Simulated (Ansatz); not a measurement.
# C2H8BClO: the cost of one run

Method: RKS B3LYP/6-31G*, in Ansatz 0.2.0.

### Step 1. The system as given

Bond lengths: B1–Cl3 1.860 Å, B1–C4 1.600 Å, C4–H5 1.110 Å, C4–H6 1.110 Å, C4–H7 1.110 Å, B1–O8 1.710 Å, O8–C9 1.420 Å, C9–H10 1.110 Å, C9–H11 1.110 Å, C9–H12 1.110 Å. Angles (14 of 16 angles, heavy atoms first): Cl3–B1–C4 120.0°, Cl3–B1–O8 88.6°, C4–B1–O8 109.9°, B1–O8–C9 125.0°, B1–C4–H5 109.5°, B1–C4–H6 109.5°, B1–C4–H7 109.5°, O8–C9–H10 109.5°, O8–C9–H11 109.5°, O8–C9–H12 109.5°, H5–C4–H6 109.4°, H5–C4–H7 109.4°, H6–C4–H7 109.4°, H10–C9–H11 109.4°.

Coordinates:

```xyz
13

B     0.0000    0.0000    0.0000
H     0.0000    0.0000    1.5400
Cl    1.6108    0.0000   -0.9300
C    -1.3856    0.0000   -0.8000
H    -1.9458   -0.9305   -0.5708
H    -1.9898    0.8797   -0.4946
H    -1.1839    0.0508   -1.8903
O     0.3597   -1.5824    0.5392
C    -0.3289   -2.7567    0.1352
H     0.4065   -3.5468   -0.1241
H    -0.9751   -3.1114    0.9650
H    -0.9570   -2.5313   -0.7518
H     0.1909   -0.8399    1.5370
```

### Step 2. A restrained relaxation towards end A

Springs on the bonds that form and break draw the guess towards this end; the thresholds are loose.

input.yaml

```yaml
crystal:
  periodic: [false, false, false]
  atoms:
    - { symbol: B, position_ang: [0.0, 0.0, 0.0] }
    - { symbol: H, position_ang: [0.0, 0.0, 1.54] }
    - { symbol: Cl, position_ang: [1.6108, 0.0, -0.93] }
    - { symbol: C, position_ang: [-1.3856, 0.0, -0.8] }
    - { symbol: H, position_ang: [-1.9458, -0.9305, -0.5708] }
    - { symbol: H, position_ang: [-1.9898, 0.8797, -0.4946] }
    - { symbol: H, position_ang: [-1.1839, 0.0508, -1.8903] }
    - { symbol: O, position_ang: [0.3597, -1.5824, 0.5392] }
    - { symbol: C, position_ang: [-0.3289, -2.7567, 0.1352] }
    - { symbol: H, position_ang: [0.4065, -3.5468, -0.1241] }
    - { symbol: H, position_ang: [-0.9751, -3.1114, 0.965] }
    - { symbol: H, position_ang: [-0.957, -2.5313, -0.7518] }
    - { symbol: H, position_ang: [0.1909, -0.8399, 1.537] }
basis:
  gaussian: { orbitals: "6-31G*" }
hamiltonian:
  xc: b3lyp
relax:
  f_tol: 0.15
  max_steps: 25
  restrain:
    - { distance: [0, 7], at: 2.61, k: 30.0 }
    - { distance: [12, 1], at: 1.86, k: 30.0 }
    - { distance: [0, 1], at: 1.19, k: 30.0 }
    - { distance: [12, 7], at: 1.01, k: 30.0 }
```

Launch:

```sh
$ ansatz run input.yaml --threads 2 --pin off --max-ram 3072MiB --backend cpu --events-out ev --progress --plain --runs-dir out
```

**Question.** How long does this run take on 2 threads of AMD EPYC 7R43 (Zen 3), shared host, and how much memory does it need?

About 53 s, with a peak of 0.21 GiB.
